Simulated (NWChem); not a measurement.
**BSiH4ClO2 (SMILES OB(Cl)O[SiH3]) at 3 levels**

Wanted: a comparison of 3 runs (HF/STO-3G, HF/3-21G, B3LYP/6-31G*) of BSiH4ClO2. 

The calculation is run with NWChem 7.3.0.

## 1. Starting point

BSiH4ClO2: 9 atoms, total charge 0, spin state singlet. SMILES: `OB(Cl)O[SiH3]`. The coordinates come from a PBE0-D4/def2-TZVP relaxation. This is one conformer, not always the lowest.

Bond lengths: O1–B2 1.356 Å, B2–Cl3 1.775 Å, B2–O4 1.343 Å, O4–Si5 1.659 Å, O1–H6 0.960 Å, Si5–H7 1.480 Å, Si5–H8 1.483 Å, Si5–H9 1.483 Å. Some angles: O1–B2–Cl3 120.2°, O1–B2–O4 120.7°, Cl3–B2–O4 119.1°, B2–O4–Si5 131.7°, B2–O1–H6 113.7°, O4–Si5–H7 106.2°, O4–Si5–H8 110.0°, O4–Si5–H9 110.0°, H7–Si5–H8 110.2°, H7–Si5–H9 110.2°.

## 2. Energy and forces at HF/STO-3G (run 1)

The input, mymol.xyz:

```xyz
9

O     -1.488800     0.491100     0.723100
B     -0.230000     0.993200     0.686000
Cl     0.150700     2.510600     1.524900
O      0.744500     0.354700     0.017900
Si     0.741000    -1.054400    -0.858000
H     -2.103900     1.027600     1.228100
H      2.126200    -1.243000    -1.344100
H     -0.193300    -0.936400    -2.003700
H      0.342200    -2.189700     0.008800
```

The input, run.py:

```python
from ase.io import read
from ase.calculators.nwchem import NWChem

mol = read('mymol.xyz')

calc = NWChem(
    label='mymol',
    theory='scf',
    memory='2200 mb',
    basis='STO-3G',
    basispar='spherical bse',
    scf={'nopen': '0', 'rhf': None, 'thresh': '1e-08', 'maxiter': '80'},
)
mol.calc = calc

forces = mol.get_forces()
print(f"energy = {mol.get_potential_energy():.6f} eV")
print("forces (eV/A):")
for s, f in zip(mol.symbols, forces):
    print(f"{s:2s} {f[0]:10.5f} {f[1]:10.5f} {f[2]:10.5f}")
print("dipole (e A):", mol.get_dipole_moment().round(4))
```

Run with:

```sh
$ export ASE_NWCHEM_COMMAND="nwchem PREFIX.nwi > PREFIX.nwo"
$ python run.py
```

The program printed:

```text
energy = -24891.908919 eV
forces (eV/A):
O     0.96848   -0.73405   -0.72670
B     0.80666   -2.13170   -1.55084
Cl    0.23603    1.03122    0.57629
O    -1.05477    1.28478    1.09287
Si   -0.09205   -1.55480   -0.94334
H    -0.80599    0.79555    0.71934
H    -1.48517    0.20157    0.52075
H     1.00150   -0.12022    1.23881
H     0.42526    1.22765   -0.92719
dipole (e A): [-0.2453 -0.4791 -0.2299]
```

The calculator wrote mymol.nwi:

```
title "mymol"

permanent_dir mymol

scratch_dir mymol

start mymol

geometry units angstrom nocenter noautosym noautoz
  O  -1.4887999999999999e+00 4.9109999999999998e-01 7.2309999999999997e-01
  B  -2.3000000000000001e-01 9.9319999999999997e-01 6.8600000000000005e-01
  Cl 1.5070000000000000e-01 2.5106000000000002e+00 1.5248999999999999e+00
  O  7.4450000000000005e-01 3.5470000000000002e-01 1.7899999999999999e-02
  Si 7.4099999999999999e-01 -1.0544000000000000e+00 -8.5799999999999998e-01
  H  -2.1038999999999999e+00 1.0276000000000001e+00 1.2281000000000000e+00
  H  2.1261999999999999e+00 -1.2430000000000001e+00 -1.3441000000000001e+00
  H  -1.9330000000000000e-01 -9.3640000000000001e-01 -2.0036999999999998e+00
  H  3.4220000000000000e-01 -2.1897000000000002e+00 8.8000000000000005e-03
end

memory 2200 mb

basis spherical bse noprint
   * library STO-3G
end

scf
  nopen 0
  rhf
  thresh 1e-08
  maxiter 80
end

task scf gradient
```

mymol.nwo:

```text
Northwest Computational Chemistry Package (NWChem) 7.3.0
             --------------------------------------------------------

           Job information
           ---------------

    nwchem branch   = 7.3.0
    use scalapack   = T
    input           = mymol.nwi
    prefix          = mymol.
    data base       = mymol/mymol.db
    status          = startup
    nproc           =        1

           Memory information
           ------------------

    heap     =     72089598 doubles =      550.0 Mbytes
    stack    =     72089595 doubles =      550.0 Mbytes
    global   =    144179200 doubles =     1100.0 Mbytes (distinct from heap & stack)
    total    =    288358393 doubles =     2200.0 Mbytes
    verify   = yes
    hardfail = no

[... 137 lines left out ...]
 Convergence threshold     :          1.000E-08
[... 12 lines left out ...]
       Final RHF  results
[... 3 lines left out ...]
      One-electron energy =  -1799.010745966335
[... 1 line left out ...]
 Nuclear repulsion energy =    265.838910097853
[... 45 lines left out ...]
                       ROHF Final Molecular Orbital Analysis
[... 233 lines left out ...]
                         RHF ENERGY GRADIENTS

    atom               coordinates                        gradient
                 x          y          z           x          y          z
   1 O      -2.813424   0.928044   1.366461   -0.018834   0.014275   0.014132
   2 B      -0.434637   1.876876   1.296352   -0.015687   0.041455   0.030159
   3 Cl      0.284782   4.744346   2.881643   -0.004590  -0.020054  -0.011207
[... 5 lines of this table left out ...]
   9 H       0.646664  -4.137933   0.016630   -0.008270  -0.023874   0.018031

                 ----------------------------------------
                 |  Time  |  1-e(secs)   |  2-e(secs)   |
                 ----------------------------------------
                 |  CPU   |       0.00   |       0.79   |
                 ----------------------------------------
                 |  WALL  |       0.00   |       0.79   |
                 ----------------------------------------

 Task  times  cpu:        3.2s     wall:        3.2s
 Total times  cpu:        3.2s     wall:        3.2s
```

It took 4.2 s on 1 thread of Intel Xeon Platinum 8559C (Emerald Rapids), shared host; peak memory 0.1 GiB.

## 3. Energy and forces at HF/3-21G (run 2)

The input, run.py:

```python
from ase import Atoms
from ase.calculators.nwchem import NWChem

molecule = Atoms(['O', 'B', 'Cl', 'O', 'Si', 'H', 'H', 'H', 'H'], positions=[
    [-1.488800, 0.491100, 0.723100],
    [-0.230000, 0.993200, 0.686000],
    [0.150700, 2.510600, 1.524900],
    [0.744500, 0.354700, 0.017900],
    [0.741000, -1.054400, -0.858000],
    [-2.103900, 1.027600, 1.228100],
    [2.126200, -1.243000, -1.344100],
    [-0.193300, -0.936400, -2.003700],
    [0.342200, -2.189700, 0.008800],
])

calc = NWChem(
    label='job',
    theory='scf',
    memory='2200 mb',
    basis='3-21G',
    basispar='spherical bse',
    scf={'nopen': '0', 'rhf': None, 'thresh': '1e-08', 'maxiter': '80'},
)
molecule.calc = calc

forces = molecule.get_forces()
print("Total energy (eV):", round(molecule.get_potential_energy(), 6))
print("forces (eV/A):")
for s, f in zip(molecule.symbols, forces):
    print(f"{s:2s} {f[0]:10.5f} {f[1]:10.5f} {f[2]:10.5f}")
print("dipole (e A):", molecule.get_dipole_moment().round(4))
```

Run with:

```sh
$ export ASE_NWCHEM_COMMAND="nwchem PREFIX.nwi > PREFIX.nwo"
$ python run.py
```

The program printed:

```text
Total energy (eV): -25052.197229
forces (eV/A):
O    -0.42310    0.09847    0.17746
B     0.90451   -0.21335   -0.38402
Cl    0.16800    0.92472    0.52903
O    -0.22605    0.68042    0.48800
Si    0.32329   -1.15170   -0.80877
H    -0.71466   -0.21098    0.06726
H    -0.08320   -0.07297   -0.02329
H     0.02982   -0.03852   -0.00509
H     0.02139   -0.01615   -0.04052
dipole (e A): [-0.3695 -0.3459 -0.1124]
```

The calculator wrote job.nwi:

```
title "job"

permanent_dir job

scratch_dir job

start job

geometry units angstrom nocenter noautosym noautoz
  O  -1.4887999999999999e+00 4.9109999999999998e-01 7.2309999999999997e-01
  B  -2.3000000000000001e-01 9.9319999999999997e-01 6.8600000000000005e-01
  Cl 1.5070000000000000e-01 2.5106000000000002e+00 1.5248999999999999e+00
  O  7.4450000000000005e-01 3.5470000000000002e-01 1.7899999999999999e-02
  Si 7.4099999999999999e-01 -1.0544000000000000e+00 -8.5799999999999998e-01
  H  -2.1038999999999999e+00 1.0276000000000001e+00 1.2281000000000000e+00
  H  2.1261999999999999e+00 -1.2430000000000001e+00 -1.3441000000000001e+00
  H  -1.9330000000000000e-01 -9.3640000000000001e-01 -2.0036999999999998e+00
  H  3.4220000000000000e-01 -2.1897000000000002e+00 8.8000000000000005e-03
end

memory 2200 mb

basis spherical bse noprint
   * library 3-21G
end

scf
  nopen 0
  rhf
  thresh 1e-08
  maxiter 80
end

task scf gradient
```

job.nwo:

```text
Northwest Computational Chemistry Package (NWChem) 7.3.0
             --------------------------------------------------------

           Job information
           ---------------

    nwchem branch   = 7.3.0
    use scalapack   = T
    input           = job.nwi
    prefix          = job.
    data base       = job/job.db
    status          = startup
    nproc           =        1

           Memory information
           ------------------

    heap     =     72089598 doubles =      550.0 Mbytes
    stack    =     72089595 doubles =      550.0 Mbytes
    global   =    144179200 doubles =     1100.0 Mbytes (distinct from heap & stack)
    total    =    288358393 doubles =     2200.0 Mbytes
    verify   = yes
    hardfail = no

[... 137 lines left out ...]
 Convergence threshold     :          1.000E-08
[... 12 lines left out ...]
       Final RHF  results
[... 3 lines left out ...]
      One-electron energy =  -1802.348606179865
[... 1 line left out ...]
 Nuclear repulsion energy =    265.838910097853
[... 46 lines left out ...]
                       ROHF Final Molecular Orbital Analysis
[... 251 lines left out ...]
                         RHF ENERGY GRADIENTS

    atom               coordinates                        gradient
                 x          y          z           x          y          z
   1 O      -2.813424   0.928044   1.366461    0.008228  -0.001915  -0.003451
   2 B      -0.434637   1.876876   1.296352   -0.017590   0.004149   0.007468
   3 Cl      0.284782   4.744346   2.881643   -0.003267  -0.017983  -0.010288
[... 5 lines of this table left out ...]
   9 H       0.646664  -4.137933   0.016630   -0.000416   0.000314   0.000788

                 ----------------------------------------
                 |  Time  |  1-e(secs)   |  2-e(secs)   |
                 ----------------------------------------
                 |  CPU   |       0.00   |       0.98   |
                 ----------------------------------------
                 |  WALL  |       0.00   |       0.98   |
                 ----------------------------------------

 Task  times  cpu:        3.5s     wall:        3.5s
 Total times  cpu:        3.5s     wall:        3.5s
```

It took 4.5 s on 1 thread of Intel Xeon Platinum 8559C (Emerald Rapids), shared host; peak memory 0.099 GiB.

## 4. Energy and forces at B3LYP/6-31G(d) (Cartesian functions) (run 3)

The input, a.nw:

```
start a
title "BClH4O2Si"
memory 2200 mb

geometry units angstroms noautosym nocenter noautoz
  O     -1.488800     0.491100     0.723100
  B     -0.230000     0.993200     0.686000
  Cl     0.150700     2.510600     1.524900
  O      0.744500     0.354700     0.017900
  Si     0.741000    -1.054400    -0.858000
  H     -2.103900     1.027600     1.228100
  H      2.126200    -1.243000    -1.344100
  H     -0.193300    -0.936400    -2.003700
  H      0.342200    -2.189700     0.008800
end

basis cartesian
  * library 6-31G*
end

dft
  xc b3lyp
  grid fine
  convergence energy 1e-08
  maxiter 100
  mulliken
end

task dft gradient
```

Run with:

```sh
$ nwchem a.nw > a.out
```

The program printed:

```text
[...]
          Wavefunction type:  closed shell.
          No. of atoms     :     9
          No. of electrons :    56
[...]
          Charge           :     0
          Spin multiplicity:     1
[...]
          AO basis - number of functions:    91
[...]
              XC Information
              --------------
                         B3LYP Method XC Potential
                     Hartree-Fock (Exact) Exchange  0.200
                        Slater Exchange Functional  0.800 local
                    Becke 1988 Exchange Functional  0.720 non-local
              Lee-Yang-Parr Correlation Functional  0.810
                  VWN I RPA Correlation Functional  0.190 local
[...]
 d= 0,ls=0.0,diis     1   -927.4691184488 -1.19D+03  1.41D-02  1.07D+00     2.3
[...]
 d= 0,ls=0.0,diis    10   -927.5742954525 -7.79D-09  5.88D-07  3.17D-09    18.6
         Total DFT energy =     -927.574295452521
      One electron energy =    -1808.875825593614
           Coulomb energy =      687.542575695625
    Exchange-Corr. energy =      -72.079955652385
 Nuclear repulsion energy =      265.838910097853
[...]
  wavefunction    = closed shell
                         DFT ENERGY GRADIENTS
    atom               coordinates                        gradient
                 x          y          z           x          y          z
   1 O      -2.813424   0.928044   1.366461   -0.000378   0.006199   0.003977
   2 B      -0.434637   1.876876   1.296352    0.001532   0.002729   0.001268
   3 Cl      0.284782   4.744346   2.881643   -0.001992  -0.007323  -0.004004
   4 O       1.406901   0.670286   0.033826   -0.004191  -0.006935  -0.003168
   5 Si      1.400287  -1.992527  -1.621385    0.000565   0.007217   0.004359
   6 H      -3.975795   1.941882   2.320772    0.004874  -0.004349  -0.004061
   7 H       4.017935  -2.348929  -2.539981   -0.000214   0.000619   0.000449
   8 H      -0.365284  -1.769539  -3.786444   -0.000006   0.000707   0.000929
   9 H       0.646664  -4.137933   0.016630   -0.000190   0.001136   0.000251
[...]
```

It took 27 s on 1 thread of Intel Xeon Platinum 8559C (Emerald Rapids), shared host; peak memory 0.13 GiB.

## 5. All runs side by side

| run | level | Cartesian functions | iteration cap | energy (Eh) | dipole moment (D) | HOMO energy (eV) | LUMO energy (eV) | wall time |
| --- | --- | --- | --- | --- | --- | --- | --- | --- |
| 1 | HF/STO-3G | no | 80 | -914.760788 | 2.81 | -9.94 | 9.05 | 4.2 s |
| 2 | HF/3-21G | no | 80 | -920.651275 | 2.49 | -12.54 | 4.00 | 4.5 s |
| 3 | B3LYP/6-31G* (Cartesian functions) | yes | 100 | -927.574295 | 1.67 | -8.62 | 0.23 | 27 s |

## 6. Outcome

| quantity | value |
| --- | --- |
| run 3: total energy | -927.57430 Eh |
| run 3: dipole moment | 1.67 D |
| run 3: HOMO energy | -8.62 eV |
| run 3: LUMO energy | 0.23 eV |
| run 3: HOMO–LUMO gap | 8.85 eV |
| run 3: largest force on an atom | 0.447 eV/Å |

In words: The dipole moment (its size) runs from 1.67 D (B3LYP/6-31G*) to 2.81 D (HF/STO-3G). The two ends differ in method and basis. The HOMO–LUMO gap runs from 8.85 eV (B3LYP/6-31G*) to 18.99 eV (HF/STO-3G). In run 1 the basis is minimal, so the values are rough. All runs together took 36 s, the longest 27 s.
